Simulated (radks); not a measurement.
# Ionisation energy and size from Tb⁺ to Os⁺

The task here is to estimate one member of a computed series from the others.

Method: Dirac Kohn-Sham, PBEsol, spin-unpolarised, spherical densities, finite nucleus; open shells fill j = l - 1/2 first. Code: radks (a radial shooting solver on a logarithmic mesh, Libxc functionals) version 1.

### The atom as given

```
species : Tb⁺, Dy⁺, Ho⁺, Er⁺, Tm⁺, Yb⁺, Lu⁺, Hf⁺, Ta⁺, W⁺, Re⁺, Os⁺
runs    : 24, each species and its next ion
```

Set-up of the first run:

Input:

```text
Z 65
configuration [Xe] 4f9 6s1
relativity Dirac
functional pbe_sol,pbe_sol
spin unpolarised
j_filling energy
nucleus finite rms 5.06 fm
c 137.035999084
```

Steps of the session up to this table: Tb⁺, [Xe] 4f9 6s1.

One of the session's tables, all rows but one given; the rest of the session is left out.

Sizes of the orbitals, from the radial functions (bohr):

| level | <r> | outermost maximum (interpolated) | 90 % within | nodes |
| --- | --- | --- | --- | --- |
| 4d3/2 | 0.6180 | 0.542 | 0.930 | 1 |
| 4d5/2 | ? | ? | ? | ? |
| 5s1/2 | 1.328 | 1.18 | 1.92 | 4 |
| 5p1/2 | 1.499 | 1.29 | 2.21 | 3 |
| 5p3/2 | 1.603 | 1.38 | 2.36 | 3 |
| 4f5/2 | 0.8946 | 0.553 | 1.57 | 0 |
| 4f7/2 | 0.9146 | 0.558 | 1.61 | 0 |
| 6s1/2 | 3.754 | 3.29 | 5.46 | 5 |

**Question.** Estimate the row for 4d5/2.

**Answer.** <r>: 0.6288; outermost maximum (interpolated): 0.551; 90 % within: 0.946; nodes: 1. In the column «<r>» it lies between 4d3/2 (0.6180) and 4f5/2 (0.8946).

Caveats from the session: For Yb⁺, Hf⁺, Ta⁺, W⁺, Re⁺ the highest level isn't the widest one, so −ε(HOMO) and <r> belong to different orbitals, and Δ-SCF follows the ion's typed configuration. Spin polarisation and multiplet splitting are left out, so open shells lie too high by an amount that depends on their filling.
